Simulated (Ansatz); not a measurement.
# C5H11HfNO2Si: a ladder of functionals and wavefunction methods

An exercise on one series of results from a longer session: the logs are not shown, and one member is left open.

Computed with Ansatz 0.2.0, Gaussian basis. Level: functionals in def2-TZVPP, the program's frozen cores in correlated methods.

Plan: LDA (SPW92), PBE-D4, revPBE-D4, BLYP-D4, r2SCAN-D4, B97M-V, PBE0-D4, B3LYP-D4, r2SCANh-D4, r2SCAN0-D4, HSE06-D4, BHLYP-D4, CAM-B3LYP-D4, LC-ωPBE, ωB97X-V, ωB97M-V, B2PLYP, PBE-QIDH; CCSD(T)/def2-SVP; CCSD(T)/def2-TZVPP; MP2/def2-QZVPP; extrapolation to the limit; RPA on PBE.

**Structure used throughout**

All runs share one geometry, relaxed beforehand with PBE0-D4 in a triple-zeta def2 set. Hf takes the def2 core potential; no spin-orbit term is included.

SMILES `[NH2][Hf]1234([OH])([OH])[C@@H]5[C@H]1[C@H]2[C@@]3([SiH3])[C@@H]54`, 21 atoms, charge 0, spin multiplicity 1.

Atoms are counted from 1 here; the program's logs count them from 0.

Bond lengths: N1–Hf2 2.050 Å, N1–H11 1.012 Å, N1–H12 1.007 Å, Hf2–O3 1.946 Å, Hf2–O4 1.946 Å, Hf2–C5 2.552 Å, Hf2–C6 2.522 Å, Hf2–C7 2.524 Å, Hf2–C8 2.544 Å, Hf2–C10 2.553 Å, O3–H13 0.951 Å, O4–H14 0.952 Å, C5–C6 1.414 Å, C5–C10 1.404 Å, C5–H15 1.080 Å, C6–C7 1.410 Å, C6–H16 1.081 Å, C7–C8 1.418 Å and more. Angles: Hf2–N1–H11 121.0°, Hf2–N1–H12 130.5°, H11–N1–H12 108.5°, N1–Hf2–O3 106.9°, N1–Hf2–O4 105.1°, N1–Hf2–C5 111.5°, N1–Hf2–C6 135.6°, N1–Hf2–C7 115.8°, N1–Hf2–C8 85.0°, N1–Hf2–C10 83.2°, O3–Hf2–O4 101.9°, O3–Hf2–C5 89.8°, O3–Hf2–C6 99.0°, O3–Hf2–C7 131.0°, O3–Hf2–C8 143.1°, O3–Hf2–C10 112.8°, O4–Hf2–C5 136.3°, O4–Hf2–C6 104.0° and more.

Geometry (Å):

```
N     1.3298   -1.0939   -1.3957
Hf   -0.0591    0.4049   -1.2262
O     0.5024    1.8357   -2.4190
O    -1.6451   -0.2710   -2.1285
C     0.4233    1.9034    0.7828
C    -0.9814    1.8008    0.6608
C    -1.3447    0.4689    0.9454
C    -0.1709   -0.2771    1.2225
Si   -0.0664   -2.0776    1.6565
C     0.9197    0.6340    1.1201
H     1.5176   -1.5308   -2.2885
H     1.9241   -1.5167   -0.7009
H     1.1408    2.4971   -2.6646
H    -2.3563   -0.9037   -2.1099
H     1.0099    2.7943    0.6125
H    -1.6559    2.6008    0.3893
H    -2.3513    0.0762    0.9211
H    -1.0111   -2.8751    0.8325
H    -0.4106   -2.2938    3.0888
H     1.3235   -2.5587    1.4413
H     1.9615    0.3824    1.2596
```

The first run:

Input file in.yaml:

```yaml
crystal:
  periodic: [false, false, false]
  atoms:
    - {symbol: N, position_ang: [1.329849, -1.093873, -1.395662]}
    - {symbol: Hf, position_ang: [-0.059052, 0.404884, -1.226199]}
    - {symbol: O, position_ang: [0.502434, 1.835683, -2.419020]}
    - {symbol: O, position_ang: [-1.645067, -0.271003, -2.128533]}
    - {symbol: C, position_ang: [0.423331, 1.903357, 0.782805]}
    - {symbol: C, position_ang: [-0.981377, 1.800780, 0.660831]}
    - {symbol: C, position_ang: [-1.344702, 0.468900, 0.945445]}
    - {symbol: C, position_ang: [-0.170851, -0.277088, 1.222509]}
    - {symbol: Si, position_ang: [-0.066371, -2.077569, 1.656526]}
    - {symbol: C, position_ang: [0.919684, 0.634022, 1.120103]}
    - {symbol: H, position_ang: [1.517638, -1.530803, -2.288540]}
    - {symbol: H, position_ang: [1.924062, -1.516666, -0.700919]}
    - {symbol: H, position_ang: [1.140815, 2.497117, -2.664601]}
    - {symbol: H, position_ang: [-2.356325, -0.903743, -2.109869]}
    - {symbol: H, position_ang: [1.009868, 2.794266, 0.612453]}
    - {symbol: H, position_ang: [-1.655860, 2.600753, 0.389270]}
    - {symbol: H, position_ang: [-2.351298, 0.076160, 0.921103]}
    - {symbol: H, position_ang: [-1.011137, -2.875085, 0.832517]}
    - {symbol: H, position_ang: [-0.410604, -2.293812, 3.088850]}
    - {symbol: H, position_ang: [1.323467, -2.558707, 1.441347]}
    - {symbol: H, position_ang: [1.961483, 0.382438, 1.259573]}
basis:
  gaussian: {orbitals: def2-TZVPP}
hamiltonian: {xc: lda}
output: {orbitals: {seedname: orbitals}}
```

Command:

```console
$ ansatz run in.yaml --threads 4 --pin off --events-out ev --progress --plain --max-ram 63488MiB --backend cuda --devices 0, --max-vram 37GiB
```

Steps of the session up to this table: LDA; PBE-D4 (GGA); revPBE-D4 (GGA); BLYP-D4 (GGA); r2SCAN-D4 (meta-GGA); B97M-V (meta-GGA); B3LYP-D4 (hybrid); r2SCANh-D4 (hybrid); r2SCAN0-D4 (hybrid); HSE06-D4 (hybrid); BHLYP-D4 (hybrid); CAM-B3LYP-D4 (range-separated); LC-ωPBE (range-separated); ωB97X-V (range-separated); ωB97M-V (range-separated); B2PLYP (double hybrid); PBE-QIDH (double hybrid).

One table of the session follows, with a row left open; its other results are not shown here.

It belongs to the step «Frontier levels by functional». 

```
  functional  HOMO (eV)  gap (eV)
 LDA (SPW92)      -5.69      4.50
      PBE-D4      -5.48      4.51
   revPBE-D4      -5.39      4.51
     BLYP-D4      -5.35      4.54
   r2SCAN-D4      -5.75      4.95
      B97M-V      -5.80      4.98
     PBE0-D4          ?         ?
    B3LYP-D4      -6.56      6.28
  r2SCANh-D4      -6.24      5.76
  r2SCAN0-D4      -6.99      6.97
    HSE06-D4      -6.39      5.90
    BHLYP-D4      -7.93      8.61
CAM-B3LYP-D4      -8.15      8.95
     LC-ωPBE      -9.49     11.35
     ωB97X-V      -9.14     10.83
     ωB97M-V      -9.05     10.22
```

Estimate the missing values for PBE0-D4.

As computed: HOMO (eV): -6.79; gap (eV): 6.68. In the column «HOMO (eV)» it lies between r2SCAN0-D4 (-6.99) and B3LYP-D4 (-6.56).
